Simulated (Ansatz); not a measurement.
This script drives Ansatz 0.2.0 through its Python package.

`ch2cl3si_disp.py`
```python
"""Dispersion corrections for CH2Cl3Si."""

import ansatz
from ase import Atoms

BASIS = "def2-SVP"


def main() -> None:
    atoms = Atoms(["C", "Si", "Cl", "Cl", "Cl", "H", "H"], positions=[
        (-0.1981, 0.6518, 0.8659),
        (0.1303, -0.4083, -0.492),
        (1.2932, -1.8784, 0.1991),
        (-1.5318, -1.1537, -1.1919),
        (1.0824, 0.6456, -1.9494),
        (-0.3017, 0.3315, 1.8623),
        (-0.413, 1.7435, 0.6604),
    ])
    mol = ansatz.Crystal.molecule_from_ase(atoms)

    calculation = mol.calculation()
    calculation = calculation.basis(gaussian=BASIS)
    calculation = calculation.spin("collinear", total=1)
    for name in ["r2scan", "pbe"]:
        for correction in ("d3bj", "d4"):
            data = calculation.functional(name, dispersion=correction).run(threads=1).report
            print(f"{name:8s} {correction:5s} total {data['free_energy_ev']:.5f} eV, of which dispersion {1000 * data['dispersion']['energy']['ev']:.2f} meV")


if __name__ == "__main__":
    main()
```

It is started by `python ch2cl3si_disp.py`. How long does it take on 1 thread of Intel(R) Xeon(R) Platinum 8259CL CPU @ 2.50GHz (Skylake/Cascade Lake), with other jobs on the host, and how much memory does it need?

It took about 28 s, with a peak of 0.3 GiB, for 4 runs of the engine.

```console
$ python ch2cl3si_disp.py
DeckWarning: the engine holds no damping parameters fitted to this dispersion correction and functional, so the run takes those fitted to r2scan beside the three-body term, which d3bj leaves out (hamiltonian.dispersion, under Limitations)
r2scan   d3bj  total -46499.21870 eV, of which dispersion -71.79 meV
r2scan   d4    total -46499.20908 eV, of which dispersion -62.17 meV
pbe      d3bj  total -46481.73627 eV, of which dispersion -257.56 meV
pbe      d4    total -46481.75514 eV, of which dispersion -276.44 meV
```
(Warnings from the package without file and line.)

Reading the output:
- These settings explore the input space; basis and method may be short of convergence.
- The geometry is a force-field or estimated start, not a minimum of this method, and the basis set is short of its limit. D4 holds the three-body term, and d3bj doesn't.
- The run takes the species as open-shell (spin multiplicity 2), which needn't be its ground state.
- A dispersion term here runs with damping parameters fitted for another variant or functional.
